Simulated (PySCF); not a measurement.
# C₂H₁₂OSi₄: magnetic properties

Wanted: magnetic properties for C₂H₁₂OSi₄ (`C[SiH2][Si@@H]1O[SiH2][Si@@H]1C`).

Computed with PySCF 2.14.0 and routines of our own; the level stands in each step. Atoms count from 0.

## 1. The system as given

19 atoms, charge 0, multiplicity 1; geometry from: GFN2-xTB.

## 2. Magnetic properties: GIAO PBE/pcSseg-1

Job settings and geometry (Å):

```
{"job": {"kind": "mag", "xc": "PBE", "basis": "pcSseg-1", "isotopologues": 2}, "charge": 0, "multiplicity": 1}
C      3.198806    -0.863736     0.559090
Si     1.926230     0.514171     0.867328
Si     0.432640     0.504930    -0.890491
O     -0.370439     1.975337    -0.816432
Si    -2.022687     1.903924    -0.757970
Si    -1.759697    -0.414531    -0.914824
C     -2.321955    -1.532512     0.525417
H      3.795309    -0.661521    -0.325832
H      2.713977    -1.824569     0.412785
H      3.882337    -0.966984     1.395388
H      2.688072     1.749054     1.122587
H      1.269061     0.207164     2.154576
H      1.055789     0.535468    -2.229363
H     -2.406422     2.579332     0.481789
H     -2.506862     2.672227    -1.903264
H     -2.258846    -1.071223    -2.145632
H     -1.994027    -1.148906     1.486751
H     -1.926467    -2.537866     0.417835
H     -3.404622    -1.610510     0.552799
```

Method: GIAO PBE/pcSseg-1 magnetisability, rotational g tensor and spin-rotation constants, non-relativistic, gas phase.

On the command line:

```sh
> OMP_NUM_THREADS=1 python excited_run.py task.json out
```

One launch serves the whole session: the jobs run in the order shown.

The program printed:

```text
coarse grid: 17200 points
cycle   1  E = -1315.5226670431  dE =  4.489e-01  |g| = 1.097e+00  |ddm| = 4.008e+00
cycle   2  E = -1312.7168793615  dE =  2.806e+00  |g| = 3.266e+00  |ddm| = 9.504e+00
cycle   3  E = -1315.6671027760  dE = -2.950e+00  |g| = 6.146e-01  |ddm| = 9.342e+00
cycle   4  E = -1315.7473252918  dE = -8.022e-02  |g| = 3.095e-01  |ddm| = 1.138e+00
cycle   5  E = -1315.7703795078  dE = -2.305e-02  |g| = 4.490e-02  |ddm| = 3.335e-01
cycle   6  E = -1315.7709603718  dE = -5.809e-04  |g| = 1.755e-02  |ddm| = 9.169e-02
cycle   7  E = -1315.7710458894  dE = -8.552e-05  |g| = 5.755e-03  |ddm| = 3.267e-02
cycle   8  E = -1315.7710538713  dE = -7.982e-06  |g| = 1.578e-03  |ddm| = 7.141e-03
final grid: 145792 points
cycle   9  E = -1315.8353371700  dE =  5.237e-07  |g| = 1.705e-02  |ddm| = 2.873e-02
cycle  10  E = -1315.8351233707  dE =  2.138e-04  |g| = 3.602e-02  |ddm| = 5.390e-02
cycle  11  E = -1315.8353924740  dE = -2.691e-04  |g| = 4.823e-03  |ddm| = 4.473e-02
cycle  12  E = -1315.8353973413  dE = -4.867e-06  |g| = 8.179e-04  |ddm| = 6.507e-03
cycle  13  E = -1315.8353975277  dE = -1.864e-07  |g| = 1.530e-04  |ddm| = 1.390e-03
cycle  14  E = -1315.8353975352  dE = -7.527e-09  |g| = 3.293e-05  |ddm| = 3.002e-04
cycle  15  E = -1315.8353975355  dE = -3.483e-10  |g| = 1.208e-05  |ddm| = 6.812e-05
converged SCF energy = -1315.8353975355

Magnetisability tensor (1e-30 J/T^2)
    -1646.07       65.30       20.98
       65.30    -1631.56       15.09
       20.98       15.09    -1302.70
isotropic -1526.78   principal values   -1704.60  -1575.44  -1300.29
isotropic susceptibility -91.945 1e-6 cm^3/mol

Inertial axes            a          b          c
rot. const./GHz      1.7481     0.7380     0.5948
chi total           -98.076    -96.246    -81.511
chi diamagnetic    -877.441  -1813.762  -2202.649
chi paramagnetic    779.365   1717.515   2121.138
quadrupole/D A        5.973     -3.389     -2.585
g nuclear            0.6074     0.5830     0.5784
g electronic        -0.6401    -0.5955    -0.5928
g total             -0.0326    -0.0125    -0.0143

Spin-rotation constants (kHz, H = +C I.J)
atom  isotope        aa         bb         cc
  7     1H       -0.169     -0.071     -0.019
  8     1H       -0.173     -0.011     -0.069
  9     1H       -0.037     -0.085     -0.050
 10     1H       -0.104      0.004     -0.050
 11     1H       -0.149     -0.049      0.007
 12     1H       -0.132     -0.056      0.036
 13     1H       -0.163     -0.057      0.040
 14     1H       -0.061     -0.018     -0.026
 15     1H       -0.092     -0.053      0.008
 16     1H       -0.159     -0.074     -0.009
 17     1H       -0.164     -0.018     -0.060
 18     1H       -0.018     -0.070     -0.067
  0    13C*       0.195      0.071      0.060
  1   29Si*      -0.941     -0.396     -0.350
  2   29Si*      -1.205     -0.440     -0.470
  3    17O*      -0.297     -0.025     -0.052
  4   29Si*      -1.025     -0.481     -0.450
  5   29Si*      -1.010     -0.471     -0.454
  6    13C*       0.175      0.087      0.071
* in the singly substituted isotopologue

Isotopologues: g along a, b, c
2H    at 7,8,9,10,11,12    -0.0271    -0.0108    -0.0125
13C   at 0                 -0.0326    -0.0123    -0.0141
```

Wall time 66 s (1 thread of Arm Neoverse V1, shared host); peak memory 0.8 GiB.

Key values:

| quantity | value |
| --- | --- |
| magnetisability | -1527·10⁻³⁰ J/T² |
| molar susceptibility | -91.9·10⁻⁶ cm³/mol |
| rotational g (a, b, c) | -0.0326, -0.0125, -0.0143 |

Orbitals, density, ELF and potential are computed afterwards from the orbital file.

Frontier orbitals at PBE/pcSseg-1, with the share of their density that lies nearest to each atom:

| orbital | energy (eV) | lies on |
| --- | --- | --- |
| HOMO | -6.25 | Si2, Si5 about 20 % each; O3 21 %; Si1 12 % |
| LUMO | -2.14 | Si2 25 %; Si4, Si5 about 11 % each; Si1 8 % |

ELF in a plane through or near 5 of the atoms.

Ten even steps from '0' (0.00) to '9' (1.00):
```
0000000000000000000000000000
0000000000000000000000000000
0000000000000000000010000000
0000000000000011001576100000
0000000010000366313899400000
0000000453000588623899400000
0000001686310484816266100000
0000000376574377717522000000
0000001321189332154563000000
0000344752369532279963000000
0005998796245433345520000000
0007999553210002477400000000
0002995331000001566664000000
0000110120000002551999400000
0000000000000005886999400000
0000000000000007984588100000
0000000000000004761000000000
0000000000000000000000000000
0000000000000000000000000000
0000000000000000000000000000
```
The map spans 13.5 Å across and 10.8 Å up, centred on the molecule. Atoms in the plane (x, y in Å): O3 (0.7, 2.0), Si4 (2.3, 1.7), C6 (2.0, -2.0), H9 (-4.2, -0.7), H18 (3.0, -2.3).

On the surface of density 0.002 e/bohr³ the electrostatic potential runs, from the 1st to the 99th percentile, from -1.36 V near O3 to 1.22 V near Si4.

## 3. Magnetic properties: GIAO PBE/6-31G*

The job, as its differences from that of step 2:

```diff
@@ -1,2 +1,2 @@
-{"job": {"kind": "mag", "xc": "PBE", "basis": "pcSseg-1", "isotopologues": 2}, "charge": 0, "multiplicity": 1}
+{"job": {"kind": "mag", "xc": "PBE", "basis": "6-31G*", "scf": {"level_shift": 0.1}}, "charge": 0, "multiplicity": 1}
 C      3.198806    -0.863736     0.559090
```

Level: GIAO PBE/6-31G* magnetisability, rotational g tensor and spin-rotation constants, non-relativistic, gas phase.

The program printed:

```text
final grid: 145792 points
cycle   1  E = -1315.5855874310  dE =  4.296e-01  |g| = 9.886e-01  |ddm| = 3.813e+00
cycle   2  E = -1314.9412326810  dE =  6.444e-01  |g| = 2.006e+00  |ddm| = 3.352e+00
cycle   3  E = -1315.7684216567  dE = -8.272e-01  |g| = 3.008e-01  |ddm| = 2.178e+00
cycle   4  E = -1315.7931360383  dE = -2.471e-02  |g| = 8.519e-02  |ddm| = 3.892e-01
cycle   5  E = -1315.7949010547  dE = -1.765e-03  |g| = 1.427e-02  |ddm| = 9.548e-02
cycle   6  E = -1315.7949767285  dE = -7.567e-05  |g| = 5.391e-03  |ddm| = 3.150e-02
cycle   7  E = -1315.7949851559  dE = -8.427e-06  |g| = 1.948e-03  |ddm| = 8.626e-03
cycle   8  E = -1315.7949860889  dE = -9.329e-07  |g| = 6.338e-04  |ddm| = 3.193e-03
cycle   9  E = -1315.7949861910  dE = -1.021e-07  |g| = 1.470e-04  |ddm| = 9.905e-04
cycle  10  E = -1315.7949861978  dE = -6.811e-09  |g| = 4.656e-05  |ddm| = 3.149e-04
cycle  11  E = -1315.7949861985  dE = -7.021e-10  |g| = 1.811e-05  |ddm| = 9.806e-05
level shift removed, Fock matrix diagonalised once more
converged SCF energy = -1315.7949861985

Magnetisability tensor (1e-30 J/T^2)
    -1630.27       70.03       12.69
       70.03    -1615.98        8.93
       12.69        8.93    -1281.73
isotropic -1509.32   principal values   -1693.55  -1553.57  -1280.86
isotropic susceptibility -90.894 1e-6 cm^3/mol

Inertial axes            a          b          c
rot. const./GHz      1.7481     0.7380     0.5948
chi total           -97.410    -94.974    -80.298
chi diamagnetic    -873.414  -1809.944  -2198.597
chi paramagnetic    776.005   1714.970   2118.299
quadrupole/D A        5.871     -3.138     -2.732
g nuclear            0.6074     0.5830     0.5784
g electronic        -0.6373    -0.5946    -0.5920
g total             -0.0299    -0.0116    -0.0135

Spin-rotation constants (kHz, H = +C I.J)
atom  isotope        aa         bb         cc
  7     1H       -0.173     -0.073     -0.020
  8     1H       -0.179     -0.013     -0.070
  9     1H       -0.044     -0.087     -0.052
 10     1H       -0.109      0.002     -0.051
 11     1H       -0.154     -0.049      0.006
 12     1H       -0.134     -0.057      0.034
 13     1H       -0.164     -0.058      0.038
 14     1H       -0.065     -0.020     -0.027
 15     1H       -0.095     -0.054      0.007
 16     1H       -0.163     -0.077     -0.010
 17     1H       -0.170     -0.020     -0.061
 18     1H       -0.023     -0.072     -0.069
  0    13C*       0.173      0.062      0.053
  1   29Si*      -0.859     -0.358     -0.318
  2   29Si*      -1.104     -0.399     -0.435
  3    17O*      -0.274     -0.021     -0.051
  4   29Si*      -0.929     -0.440     -0.410
  5   29Si*      -0.905     -0.432     -0.412
  6    13C*       0.157      0.078      0.064
* in the singly substituted isotopologue
```

It took 38 s on 1 thread of Arm Neoverse V1, shared host; peak memory 0.58 GiB.

In short:

| quantity | value |
| --- | --- |
| magnetisability | -1509·10⁻³⁰ J/T² |
| molar susceptibility | -90.9·10⁻⁶ cm³/mol |
| rotational g (a, b, c) | -0.0299, -0.0116, -0.0135 |

## 4. Magnetic properties side by side

| level | ξ (10⁻³⁰ J/T²) | g(a) | g(b) | gap (eV) | functions | time |
| --- | --- | --- | --- | --- | --- | --- |
| GIAO PBE/pcSseg-1 | -1527 | -0.0326 | -0.0125 | 4.11 | 207 | 66 s |
| GIAO PBE/6-31G* | -1509 | -0.0299 | -0.0116 | 4.08 | 138 | 38 s |

## 5. What came out

| quantity | value |
| --- | --- |
| magnetisability (step 2, GIAO PBE/pcSseg-1) | -1527·10⁻³⁰ J/T² |
| molar susceptibility (step 2, GIAO PBE/pcSseg-1) | -91.9·10⁻⁶ cm³/mol |
| rotational g (a, b, c) (step 2, GIAO PBE/pcSseg-1) | -0.0326, -0.0125, -0.0143 |
| surface potential, 1st and 99th percentile | -1.36 V and 1.22 V |
| magnetisability over the levels | -1527 to -1509·10⁻³⁰ J/T² |

In words: By nearest atom (PBE/pcSseg-1), the HOMO sits on Si2, Si5 about 20 % each; O3 21 % and the LUMO on Si2 25 %; Si4, Si5 about 11 % each. The magnetisability spreads by 1.2 % over 2 levels, from GIAO PBE/pcSseg-1 (66 s) to GIAO PBE/6-31G* (38 s); the runs took 38 s to 66 s. Two levels can agree by chance, so this spread shows no convergence. Vibrational averaging and real surroundings are missing from these values.
